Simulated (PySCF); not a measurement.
# Er(BH4)3(H2O): other functionals and bases at one geometry

Aim: see how levels, charges and forces of Er(BH4)3(H2O) depend on the level of theory. The species was built from a template and needn't be a known compound.

Program: PySCF 2.14.0. Level of theory: several levels, as the steps say, no spin–orbit coupling. These are calculated values, not measurements.

1 further run of the same task is left out (for a known fault of the program). Runs told in other sessions of the task aren't counted.

## Step 1: Where the work starts

19 atoms, charge 0, spin multiplicity 1.

Bond lengths: Er1–B2 2.433 Å, Er1–H4 2.229 Å, Er1–H5 2.274 Å, Er1–H6 2.283 Å, Er1–B7 2.436 Å, Er1–H9 2.285 Å, Er1–H10 2.278 Å, Er1–H11 2.231 Å, Er1–B12 2.428 Å, Er1–H14 2.273 Å, Er1–H15 2.265 Å, Er1–H16 2.232 Å, Er1–O17 2.366 Å, B2–H3 1.206 Å, B2–H4 1.259 Å, B2–H5 1.253 Å, B2–H6 1.249 Å, B7–H8 1.206 Å and more. Angles: B2–Er1–H4 30.9°, B2–Er1–H5 30.6°, B2–Er1–H6 30.5°, B2–Er1–B7 118.8°, B2–Er1–H9 92.8°, B2–Er1–H10 144.8°, B2–Er1–H11 112.5°, B2–Er1–B12 116.7°, B2–Er1–H14 147.2°, B2–Er1–H15 97.6°, B2–Er1–H16 100.4°, B2–Er1–O17 98.6°, H4–Er1–H5 52.6°, H4–Er1–H6 52.5°, H4–Er1–B7 107.3°, H4–Er1–H9 93.3°, H4–Er1–H10 137.7°, H4–Er1–H11 88.4° and more.

Coordinates:

| atom | x (Å) | y (Å) | z (Å) |
| --- | --- | --- | --- |
| Er1 | 0.0673 | -0.0434 | 0.0888 |
| B2 | 1.2367 | 1.7752 | 1.2038 |
| H3 | 1.8434 | 2.6481 | 1.7728 |
| H4 | 1.5756 | 0.6250 | 1.5872 |
| H5 | 1.4229 | 1.7780 | -0.0350 |
| H6 | 0.0019 | 1.8376 | 1.3808 |
| B7 | -1.6782 | -1.2346 | 1.3003 |
| H8 | -2.5156 | -1.8522 | 1.9095 |
| H9 | -1.6409 | -0.0248 | 1.6060 |
| H10 | -1.8389 | -1.2908 | 0.0589 |
| H11 | -0.5153 | -1.6738 | 1.4964 |
| B12 | 1.3090 | -1.2657 | -1.6023 |
| H13 | 1.9505 | -1.8764 | -2.4203 |
| H14 | 0.1233 | -1.6514 | -1.5167 |
| H15 | 1.2627 | -0.0351 | -1.8355 |
| H16 | 1.7866 | -1.3635 | -0.4423 |
| O17 | -1.4177 | 1.2432 | -1.2284 |
| H18 | -1.2250 | 2.0640 | -1.6984 |
| H19 | -2.3679 | 1.0838 | -1.2928 |

Formal oxidation states: Er +3. Each metal's 11 4f electrons lie in its core potential, so multiplicities, spins and levels count the valence alone. An earlier session relaxed this geometry at PBE0, Er lcecp-1-SVP with ECP57, B def2-SVP, H def2-SVP, O def2-SVP (singlet, point group C1).

At PBE0 on the finer grid: E = -196.193878 Eh, HOMO -8.97 eV, LUMO -1.26 eV, Mulliken charge on Er1 +0.38 e, largest force component 0.013 eV/Å. 

Levels to run: revPBE; TPSSh; PBE0, TZVP. Hardware: 4 threads of Arm Neoverse V1, shared host.

## Step 2: revPBE

The input, run.py (the lines that set the calculation):

```python
mol = gto.M(atom='''
Er     0.06726    -0.04343     0.08883
B      1.23673     1.77518     1.20382
H      1.84341     2.64809     1.77282
H      1.57556     0.62504     1.58722
H      1.42288     1.77799    -0.03500
H      0.00195     1.83759     1.38078
B     -1.67821    -1.23456     1.30030
H     -2.51555    -1.85218     1.90951
H     -1.64088    -0.02480     1.60605
H     -1.83887    -1.29075     0.05894
H     -0.51533    -1.67383     1.49640
B      1.30898    -1.26566    -1.60233
H      1.95047    -1.87637    -2.42032
H      0.12327    -1.65141    -1.51669
H      1.26272    -0.03506    -1.83549
H      1.78661    -1.36345    -0.44227
O     -1.41772     1.24321    -1.22844
H     -1.22501     2.06404    -1.69837
H     -2.36795     1.08385    -1.29277''',
    basis={'Er': 'lcecp-1-SVP', 'B': 'def2-SVP', 'H': 'def2-SVP', 'O': 'def2-SVP'},
    ecp={'Er': 'lcecp-1-SVP'},
    charge=0, spin=0)
mf = dft.RKS(mol, xc='PBE_R,PBE')
mf.grids.atom_grid = (75, 302)  # f atoms: unpruned, at least (60, 302)
mf = mf.density_fit()  # fitting sets: Er AutoAux, B def2-universal-JKFIT, H def2-universal-JKFIT, O def2-universal-JKFIT
mf.conv_tol = 1e-08; mf.max_cycle = 55
mf.kernel(dm0)  # dm0: the density of the relaxed state
```

Command:

```console
$ OMP_NUM_THREADS=4 python run.py
```

## Step 3: TPSSh

Changes to run.py (the lines that set the calculation) since step 2:

```diff
@@ -23,3 +23,3 @@
     charge=0, spin=0)
-mf = dft.RKS(mol, xc='PBE_R,PBE')
+mf = dft.RKS(mol, xc='TPSSH')
 mf.grids.atom_grid = (75, 302)  # f atoms: unpruned, at least (60, 302)
```

## Step 4: PBE0, TZVP

Basis: Er lcecp-1-TZVP with ECP57, B def2-TZVP, H def2-TZVP, O def2-TZVP. 

Changes to run.py (the lines that set the calculation) since step 3:

```diff
@@ -20,6 +20,6 @@
 H     -2.36795     1.08385    -1.29277''',
-    basis={'Er': 'lcecp-1-SVP', 'B': 'def2-SVP', 'H': 'def2-SVP', 'O': 'def2-SVP'},
-    ecp={'Er': 'lcecp-1-SVP'},
+    basis={'Er': 'lcecp-1-TZVP', 'B': 'def2-TZVP', 'H': 'def2-TZVP', 'O': 'def2-TZVP'},
+    ecp={'Er': 'lcecp-1-TZVP'},
     charge=0, spin=0)
-mf = dft.RKS(mol, xc='TPSSH')
+mf = dft.RKS(mol, xc='PBE0')
 mf.grids.atom_grid = (75, 302)  # f atoms: unpruned, at least (60, 302)
@@ -27,2 +27,2 @@
 mf.conv_tol = 1e-08; mf.max_cycle = 55
-mf.kernel(dm0)  # dm0: the density of the relaxed state
+mf.kernel(dm0)  # dm0: free metal ions and neutral atoms
```

Q: Predict the outcome of this session. Wanted: for each run, HOMO; gap; charge on Er1; dipole; largest force component.

The runs gave:

| level | state | HOMO (eV) | gap (eV) | charge on Er1 (e) | dipole (D) | largest force component (eV/Å) | basis functions | time |
| --- | --- | --- | --- | --- | --- | --- | --- | --- |
| PBE0 (relaxed here) | singlet | -8.97 | 7.70 | 0.38 | 6.13 | 0.01 | 159 | 8 s |
| revPBE | singlet | -7.61 | 5.62 | 0.06 | 6.05 | 0.49 | 159 | 9.8 s |
| TPSSh | singlet | -8.41 | 6.86 | 0.42 | 6.13 | 0.27 | 159 | 15 s |
| PBE0, TZVP | singlet | -8.99 | 7.49 | 0.90 | 6.00 | 0.22 | 255 | 41 s |

Times are on 4 threads of Arm Neoverse V1, shared host; the first row also made further properties.

In one basis the HOMO–LUMO gap runs from 5.62 eV (revPBE) to 7.70 eV (PBE0). The largest leftover force, 0.49 eV/Å with revPBE, stands at a geometry relaxed at another level. The Mulliken charge on Er spans +0.06 to +0.90 e over the levels. With 4f in the core, its levels are missing from HOMO and gap, and its count is fixed, so no charge can pass from the ligands into it. Total energies of different levels can't be compared. Spin–orbit coupling is left out throughout.
